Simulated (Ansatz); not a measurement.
ScRu3 under changes of volume

One of the cells (15.273 Å³/atom); the others are scaled copies at fixed shape and fractional positions:

```
Ru Sc
1.0
     3.93844    0.00000    0.00000
     0.00000    3.93844    0.00000
     0.00000    0.00000    3.93844
Ru Sc
3 1
Cartesian
  1.9692 1.9692 0.0000
  1.9692 0.0000 1.9692
  0.0000 1.9692 1.9692
  0.0000 0.0000 0.0000
```

The cell comes from a database or a generator and needn't be the stable form of this composition.

- Program: Ansatz 0.2.0
- Functional: PBE
- Potentials or basis: Ansatz PAW
- Cutoff: 420 eV (not typed: the program's choice for these potentials)
- k mesh: 7 × 7 × 7
- Occupations: fermi-dirac, width 0.05 eV
- Spin: no spin polarisation

| volume (Å³/atom) | energy over the lowest point (meV/atom) | pressure (GPa) |
| --- | --- | --- |
| 14.356 | ? | ? |
| 14.662 | 9.30 | 7.1 |
| 14.967 | 0.48 | 2.4 |
| 15.273 | 0.00 | -1.7 |
| 15.578 | 6.97 | -5.4 |
| 15.883 | 20.61 | -8.7 |
| 16.189 | 40.21 | -11.7 |

Q: What does the run at 14.356 Å³/atom give?

A: Energy over the lowest point 27.44 meV/atom; pressure 12.2 GPa.

Worked out: A Birch-Murnaghan fit of order 3 (a polynomial in V^(-2/3)) to the other rows has its minimum at 15.14 Å³/atom with B0 = V·E''(V) = 204 GPa and B' = 4.7. It gives 27.56 meV/atom at 14.356 Å³/atom, against the run's 27.44, and -dE/dV = 12.2 GPa, against 12.2.

Energies are extrapolated to zero smearing.
